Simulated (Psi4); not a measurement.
# triplet CH7GaSi: levels of theory compared

Wanted: a comparison of 4 runs (USVWN5/6-31G*, UMP2/6-31G*, UCCSD/6-31G*, UCCSD(T)/6-31G*) of triplet CH7GaSi. 

The calculation is run with Psi4 1.11.

**1. The molecule**

CH7GaSi has 10 atoms, charge 0, and is taken as a triplet. As SMILES of the parent species, `[CH3][GaH][SiH3]`. The coordinates come from a PBE0-D4/def2-TZVP relaxation. That shape belongs to the parent species and isn't relaxed for this state.

Bond lengths: C1–Ga2 1.971 Å, Ga2–Si3 2.419 Å, C1–H4 1.090 Å, C1–H5 1.094 Å, C1–H6 1.093 Å, Ga2–H7 1.578 Å, Si3–H8 1.492 Å, Si3–H9 1.489 Å, Si3–H10 1.492 Å. Some angles: C1–Ga2–Si3 120.8°, C1–Ga2–H7 118.1°, Si3–Ga2–H7 121.0°, Ga2–C1–H4 113.1°, Ga2–C1–H5 109.2°, Ga2–C1–H6 110.1°, Ga2–Si3–H8 110.2°, Ga2–Si3–H9 114.2°, Ga2–Si3–H10 110.2°, H4–C1–H5 108.5°.

**2. Energy and gradient at USVWN5/6-31G(d) (spherical functions) (run 1)**

Contents of job.py:

```python
import psi4

psi4.set_memory('1600 MB')
psi4.set_num_threads(1)
psi4.set_output_file('run.log', False)

geom = psi4.geometry("""
0 3
C
Ga 1 1.971329
Si 2 2.418938 1 120.81586
H 1 1.090013 2 113.13032 3 6.07986
H 1 1.09446 4 108.48557 2 121.2633
H 1 1.093396 4 108.98032 5 115.95913
H 2 1.577949 1 118.14396 4 -174.35894
H 3 1.492403 2 110.18468 7 -121.43833
H 3 1.488928 8 107.61984 2 -125.05241
H 3 1.492338 9 107.61854 8 114.73276
symmetry c1
""")

options = {'basis': '6-31G*', 'reference': 'uks', 'puream': True, 'e_convergence': 1e-09, 'd_convergence': 1e-08, 'scf_type': 'pk', 'dft_radial_points': 99, 'dft_spherical_points': 590, 'maxiter': 100}
psi4.set_options(options)

e_tot, wfn = psi4.gradient("scf", dft_functional={"name": "SVWN5", "x_functionals": {"LDA_X": {}}, "c_functionals": {"LDA_C_VWN": {}}}, molecule=geom, return_wfn=True)
print('gradient / Eh bohr^-1')
print(e_tot.np.round(6))
print(f'energy = {wfn.energy():.10f} Eh')
for k, v in sorted(psi4.core.scalar_variables().items()):
    print(f'{k:45s} {v:18.10f}')
```

Started as:

```sh
$ python job.py
```

run.log:

```text
[...]
  Running in c1 symmetry.
[...]
  Nuclear repulsion =  238.583054008222064
[...]
  Multiplicity = 3
[...]
  Nalpha       = 30
  Nbeta        = 28
[...]
    Number of basis functions: 78
[...]
   @UKS iter   1: -2248.85196566992136   -6.31286e-01   4.08500e-02 ADIIS/DIIS
[...]
   @UKS iter  19: -2251.60101722134959   -9.09495e-13   2.87857e-09 DIIS
[...]
   @S^2 Observed:                2.001316777E+00
[...]
  @UKS Final Energy: -2251.60101722134959
   => Energetics <=
    Nuclear Repulsion Energy =            238.5830540082220637
    One-Electron Energy =               -3614.2594857084923206
    Two-Electron Energy =                1223.2582446350993450
    DFT Exchange-Correlation Energy =     -99.1828301561787100
    Empirical Dispersion Energy =           0.0000000000000000
    VV10 Nonlocal Energy =                  0.0000000000000000
    Total Energy =                      -2251.6010172213495935
[...]
  -Total Gradient:
     Atom            X                  Y                   Z
    ------   -----------------  -----------------  -----------------
       1       -0.003246074590     0.011085601132     0.004312832056
       2        0.000844165402    -0.023409682814     0.009323583995
       3       -0.000015197324     0.007203009613    -0.002376576839
       4        0.001176611358     0.006687626976     0.004870274484
       5       -0.009573285450    -0.000029772060    -0.003720365871
       6        0.010963440229    -0.002662877358    -0.005200783620
       7       -0.000168606029     0.005495464163    -0.012042771101
       8       -0.005084258612     0.002197009671     0.003874203977
       9       -0.000073605247    -0.008690083683    -0.002847375153
      10        0.005176809780     0.002118310410     0.003813561180
[...]
```

Standard output:

```text
gradient / Eh bohr^-1
[[-3.2460e-03  1.1086e-02  4.3130e-03]
 [ 8.4400e-04 -2.3410e-02  9.3240e-03]
 [-1.5000e-05  7.2030e-03 -2.3770e-03]
 [ 1.1770e-03  6.6880e-03  4.8700e-03]
 [-9.5730e-03 -3.0000e-05 -3.7200e-03]
 [ 1.0963e-02 -2.6630e-03 -5.2010e-03]
 [-1.6900e-04  5.4950e-03 -1.2043e-02]
 [-5.0840e-03  2.1970e-03  3.8740e-03]
 [-7.4000e-05 -8.6900e-03 -2.8470e-03]
 [ 5.1770e-03  2.1180e-03  3.8140e-03]]
energy = -2251.6010172213 Eh
CURRENT ENERGY                                  -2251.6010172213
CURRENT REFERENCE ENERGY                        -2251.6010172213
DD SOLVATION ENERGY                                 0.0000000000
DFT FUNCTIONAL TOTAL ENERGY                     -2251.6010172213
DFT TOTAL ENERGY                                -2251.6010172213
DFT VV10 ENERGY                                     0.0000000000
DFT XC ENERGY                                     -99.1828301562
GRID ELECTRONS ALPHA                               29.9999997085
GRID ELECTRONS BETA                                27.9999995920
GRID ELECTRONS TOTAL                               57.9999993005
NUCLEAR REPULSION ENERGY                          238.5830540082
ONE-ELECTRON ENERGY                             -3614.2594857085
PCM POLARIZATION ENERGY                             0.0000000000
PE ENERGY                                           0.0000000000
SCF ITERATION ENERGY                            -2251.6010172213
SCF ITERATIONS                                     19.0000000000
SCF TOTAL ENERGY                                -2251.6010172213
TWO-ELECTRON ENERGY                              1223.2582446351
XC GRID RADIAL POINTS                              99.0000000000
XC GRID SPHERICAL POINTS                          590.0000000000
XC GRID TOTAL POINTS                           556257.0000000000
```

Run time: 20 s. Hardware: 1 thread of Intel Xeon 6975P-C (Granite Rapids), shared host; peak memory 0.57 GiB.

**3. The energy at UMP2/6-31G(d) (spherical functions) (run 2)**

Contents of input.json:

```json
{
 "schema_name": "qcschema_input",
 "schema_version": 1,
 "molecule": {
  "schema_name": "qcschema_molecule",
  "schema_version": 2,
  "symbols": ["C", "Ga", "Si", "H", "H", "H", "H", "H", "H", "H"],
  "geometry": [-2.12272936, 2.63446719, -1.17011842, 1.06108122, 1.24589643, 0.17631145, 1.48664754, -3.22254996, 1.04067218, -3.63639998, 1.24079417, -1.26687239, -1.78957064, 3.37391702, -3.07269468, -2.74803973, 4.22637248, -0.01077144, 3.32516209, 3.12674085, 0.65384524, 1.00344457, -4.71713435, -1.30164335, 4.01566801, -3.97012562, 2.02144004, -0.43784954, -4.03475425, 2.93531159],
  "molecular_charge": 0,
  "molecular_multiplicity": 3,
  "fix_symmetry": "c1",
  "fix_com": true,
  "fix_orientation": true
 },
 "driver": "energy",
 "model": {
  "method": "mp2",
  "basis": "6-31G*"
 },
 "keywords": {
  "reference": "uhf",
  "puream": true,
  "e_convergence": 1e-09,
  "d_convergence": 1e-08,
  "scf_type": "pk",
  "num_frozen_docc": 15,
  "mp2_type": "conv",
  "maxiter": 100
 }
}
```

Started as:

```sh
$ psi4 --qcschema input.json -n 1 --memory 1600MB
```

stdout:

```text
[...]
  Running in c1 symmetry.
[...]
  Nuclear repulsion =  238.583028647494871
[...]
  Multiplicity = 3
[...]
  Nalpha       = 30
  Nbeta        = 28
[...]
    Number of basis functions: 78
[...]
   @UHF iter   1: -2251.68308431672631   -2.75359e+00   3.40182e-02 ADIIS/DIIS
[...]
   @UHF iter  25: -2253.66268396487067   -4.09273e-12   6.74156e-09 DIIS
[...]
   @S^2 Observed:                2.007617892E+00
[...]
  @UHF Final Energy: -2253.66268396487067
   => Energetics <=
    Nuclear Repulsion Energy =            238.5830286474948707
    One-Electron Energy =               -3615.3646165771033338
    Two-Electron Energy =                1123.1189039647376831
    Total Energy =                      -2253.6626839648706664
  UHF NO Occupations:
  HONO-2 :   28  A 1.9980429
  HONO-1 :   29  A 1.0000000
[...]
 Multipole Moments:
 ------------------------------------------------------------------------------------
     Multipole            Electronic (a.u.)      Nuclear  (a.u.)        Total (a.u.)
 ------------------------------------------------------------------------------------
 L = 1.  Multiply by 2.5417464519 to convert [e a0] to [Debye]
 Dipole X            :        -40.9043526           40.7026220           -0.2017306
 Dipole Y            :         -9.4914920            8.5597033           -0.9317887
 Dipole Z            :        -12.9083061           12.9729700            0.0646638
 Magnitude           :                                                    0.9555663
[...]
	SCS-MP2 Total Energy (a.u.)        : -2254.09280878165100
	SOS-MP2 Total Energy (a.u.)        : -2254.05247829756945
	SCSN-MP2 Total Energy (a.u.)       : -2253.87562892082133
[...]
	SOS-PI-MP2 Total Energy (a.u.)     : -2254.11744401968599
[...]
	MP2 Total Energy (a.u.)            : -2254.10850402769802
[...]
```

The result, in JSON:

```text
{
 "driver": "energy",
 "model": {
  "method": "mp2",
  "basis": "6-31G*"
 },
 "success": true,
 "return_result": -2254.108504027698,
 "properties": {
  "calcinfo_nbasis": 78,
  "calcinfo_nmo": 78,
  "calcinfo_nalpha": 30,
  "calcinfo_nbeta": 28,
  "calcinfo_natom": 10,
  "nuclear_repulsion_energy": 238.58302864749487,
  "return_energy": -2254.108504027698,
  "scf_one_electron_energy": -3615.3646165771033,
  "scf_two_electron_energy": 1123.1189039647377,
  "scf_dipole_moment": [-0.2017306196501707, -0.9317887189118679, 0.06466381730566084],
  "scf_total_energy": -2253.6626839648707,
  "scf_iterations": 25,
  "mp2_same_spin_correlation_energy": -0.12099145224472807,
  "mp2_opposite_spin_correlation_energy": -0.3248286105824684,
  "mp2_singles_energy": 0.0,
  "mp2_doubles_energy": -0.4458200628271965,
  "mp2_correlation_energy": -0.44582006282735165,
  "mp2_total_energy": -2254.108504027698
 }
}
```

It took 5.1 s on 1 thread of Intel Xeon 6975P-C (Granite Rapids), shared host; peak memory 0.35 GiB.

**4. A single-point energy at UCCSD/6-31G(d) (spherical functions) (run 3)**

Contents of ch7gasi.json:

```json
{
 "schema_name": "qcschema_input",
 "schema_version": 1,
 "molecule": {
  "schema_name": "qcschema_molecule",
  "schema_version": 2,
  "symbols": ["C", "Ga", "Si", "H", "H", "H", "H", "H", "H", "H"],
  "geometry": [-2.12272936, 2.63446719, -1.17011842, 1.06108122, 1.24589643, 0.17631145, 1.48664754, -3.22254996, 1.04067218, -3.63639998, 1.24079417, -1.26687239, -1.78957064, 3.37391702, -3.07269468, -2.74803973, 4.22637248, -0.01077144, 3.32516209, 3.12674085, 0.65384524, 1.00344457, -4.71713435, -1.30164335, 4.01566801, -3.97012562, 2.02144004, -0.43784954, -4.03475425, 2.93531159],
  "molecular_charge": 0,
  "molecular_multiplicity": 3,
  "fix_symmetry": "c1"
 },
 "driver": "energy",
 "model": {
  "method": "ccsd",
  "basis": "6-31G*"
 },
 "keywords": {
  "reference": "uhf",
  "puream": true,
  "e_convergence": 1e-09,
  "d_convergence": 1e-08,
  "scf_type": "pk",
  "num_frozen_docc": 15,
  "maxiter": 100
 }
}
```

Started as:

```sh
$ psi4 --qcschema ch7gasi.json -n 1 --memory 1600MB
```

stdout:

```text
[...]
  Running in c1 symmetry.
[...]
  Nuclear repulsion =  238.583028647494871
[...]
  Multiplicity = 3
[...]
  Nalpha       = 30
  Nbeta        = 28
[...]
    Number of basis functions: 78
[...]
   @UHF iter   1: -2251.68308358028480   -2.75360e+00   3.40182e-02 DIIS/ADIIS
[...]
   @UHF iter  25: -2253.66268396487249   -3.18323e-12   6.73659e-09 DIIS
[...]
   @S^2 Observed:                2.007617892E+00
[...]
  @UHF Final Energy: -2253.66268396487249
   => Energetics <=
    Nuclear Repulsion Energy =            238.5830286474948707
    One-Electron Energy =               -3615.3646165760865188
    Two-Electron Energy =                1123.1189039637190490
    Total Energy =                      -2253.6626839648724854
  UHF NO Occupations:
  HONO-2 :   28  A 1.9980429
  HONO-1 :   29  A 1.0000000
[...]
 Multipole Moments:
 ------------------------------------------------------------------------------------
     Multipole            Electronic (a.u.)      Nuclear  (a.u.)        Total (a.u.)
 ------------------------------------------------------------------------------------
 L = 1.  Multiply by 2.5417464519 to convert [e a0] to [Debye]
 Dipole X            :          3.6045554           -3.8062860           -0.2017306
 Dipole Y            :          3.7987017           -4.7304904           -0.9317887
 Dipole Z            :          0.6887254           -0.6240616            0.0646638
 Magnitude           :                                                    0.9555663
[...]
      * MP2 total energy                      = -2254.108504027706203
[...]
      * CCSD total energy                     = -2254.139750544543858
[...]
```

The result, in JSON:

```text
{
 "driver": "energy",
 "model": {
  "method": "ccsd",
  "basis": "6-31G*"
 },
 "success": true,
 "return_result": -2254.139750544544,
 "properties": {
  "calcinfo_nbasis": 78,
  "calcinfo_nmo": 78,
  "calcinfo_nalpha": 30,
  "calcinfo_nbeta": 28,
  "calcinfo_natom": 10,
  "nuclear_repulsion_energy": 238.58302864749487,
  "return_energy": -2254.139750544544,
  "scf_one_electron_energy": -3615.3646165760865,
  "scf_two_electron_energy": 1123.118903963719,
  "scf_dipole_moment": [-0.20173061925917102, -0.9317887195281398, 0.06466381714027425],
  "scf_total_energy": -2253.6626839648725,
  "scf_iterations": 25,
  "mp2_same_spin_correlation_energy": -0.12099145224618714,
  "mp2_opposite_spin_correlation_energy": -0.3248286105774904,
  "mp2_singles_energy": -9.975424298192058e-27,
  "mp2_doubles_energy": -0.44582006282367753,
  "mp2_correlation_energy": -0.44582006282367753,
  "mp2_total_energy": -2254.108504027706,
  "ccsd_same_spin_correlation_energy": -0.11048361832001102,
  "ccsd_opposite_spin_correlation_energy": -0.3665829613413835,
  "ccsd_singles_energy": 8.271106329888145e-16,
  "ccsd_doubles_energy": -0.47706657966139454,
  "ccsd_correlation_energy": -0.4770665796613937,
  "ccsd_total_energy": -2254.139750544544,
  "ccsd_iterations": 22
 }
}
```

Wall time 26 s (1 thread of Intel Xeon 6975P-C (Granite Rapids), shared host); peak memory 0.44 GiB.

**5. A single-point energy at UCCSD(T)/6-31G(d) (spherical functions) (run 4)**

Contents of ch7gasi.xyz:

```xyz
10
CH7GaSi
C     -1.123300     1.394100    -0.619200
Ga     0.561500     0.659300     0.093300
Si     0.786700    -1.705300     0.550700
H     -1.924300     0.656600    -0.670400
H     -0.947000     1.785400    -1.626000
H     -1.454200     2.236500    -0.005700
H      1.759600     1.654600     0.346000
H      0.531000    -2.496200    -0.688800
H      2.125000    -2.100900     1.069700
H     -0.231700    -2.135100     1.553300
```

Contents of run.py:

```python
import psi4

psi4.set_memory('1600 MB')
psi4.set_num_threads(1)
psi4.core.set_output_file('run.log', False)

with open('ch7gasi.xyz') as f:
    atoms = ''.join(f.readlines()[2:])
geom = psi4.geometry('0 3\n' + atoms + 'symmetry c1')

options = {'reference': 'uhf', 'puream': True, 'e_convergence': 1e-09, 'd_convergence': 1e-08, 'scf_type': 'pk', 'num_frozen_docc': 15, 'maxiter': 100}
psi4.set_options(options)

energy_value, wavefunction = psi4.energy("ccsd(t)/6-31G*", return_wfn=True)
print('E =', round(energy_value, 9))
```

Started as:

```sh
$ python run.py
```

run.log:

```text
[...]
  Running in c1 symmetry.
[...]
  Nuclear repulsion =  238.583028564977326
[...]
  Multiplicity = 3
[...]
  Nalpha       = 30
  Nbeta        = 28
[...]
    Number of basis functions: 78
[...]
   @UHF iter   1: -2251.68308044500327   -2.75359e+00   3.40182e-02 ADIIS/DIIS
[...]
   @UHF iter  25: -2253.66268396506712   -4.54747e-13   6.75389e-09 DIIS
[...]
   @S^2 Observed:                2.007617892E+00
[...]
  @UHF Final Energy: -2253.66268396506712
   => Energetics <=
    Nuclear Repulsion Energy =            238.5830285649773259
    One-Electron Energy =               -3615.3646164156798477
    Two-Electron Energy =                1123.1189038856357456
    Total Energy =                      -2253.6626839650671172
  UHF NO Occupations:
  HONO-2 :   28  A 1.9980429
  HONO-1 :   29  A 1.0000000
[...]
 Multipole Moments:
 ------------------------------------------------------------------------------------
     Multipole            Electronic (a.u.)      Nuclear  (a.u.)        Total (a.u.)
 ------------------------------------------------------------------------------------
 L = 1.  Multiply by 2.5417464519 to convert [e a0] to [Debye]
 Dipole X            :          3.6045554           -3.8062860           -0.2017306
 Dipole Y            :          3.7987017           -4.7304904           -0.9317887
 Dipole Z            :          0.6887254           -0.6240616            0.0646638
 Magnitude           :                                                    0.9555663
[...]
      * MP2 total energy                      = -2254.108504027896743
[...]
      * CCSD total energy                     = -2254.139750544743492
[...]
      * CCSD(T) total energy                     = -2254.152643983110920
```

Standard output:

```text
E = -2254.152643983
```

Wall time 45 s (1 thread of Intel Xeon 6975P-C (Granite Rapids), shared host); peak memory 0.44 GiB.

**6. The series**

| run | level | task | frozen core orbitals | energy (Eh) | HOMO energy (eV) | ⟨S²⟩ | wall time |
| --- | --- | --- | --- | --- | --- | --- | --- |
| 1 | USVWN5/6-31G* (spherical functions) | gradient | 0 | -2251.601017 | -2.87 | 2.001 | 20 s |
| 2 | UMP2/6-31G* (spherical functions) | energy | 15 | -2254.108504 | -5.61 | 2.008 | 5.1 s |
| 3 | UCCSD/6-31G* (spherical functions) | energy | 15 | -2254.139751 | -5.61 | 2.008 | 26 s |
| 4 | UCCSD(T)/6-31G* (spherical functions) | energy | 15 | -2254.152644 | -5.61 | 2.008 | 45 s |

**7. Results**

| quantity | value |
| --- | --- |
| run 4: total energy | -2254.15264 Eh |
| run 4: HOMO energy (Hartree–Fock orbitals) (highest over α and β) | -5.61 eV |
| run 4: LUMO energy (Hartree–Fock orbitals) (lowest over α and β) | -1.93 eV |
| run 4: correlation energy (15 core orbitals frozen) | -490.0 mEh |
| run 4: (T) correction | -12.89 mEh |
| run 4: ⟨S²⟩ of the reference determinant | 2.008 |
| run 4: T1 diagnostic | 0.026 |

All runs together took 97 s, the longest 45 s.
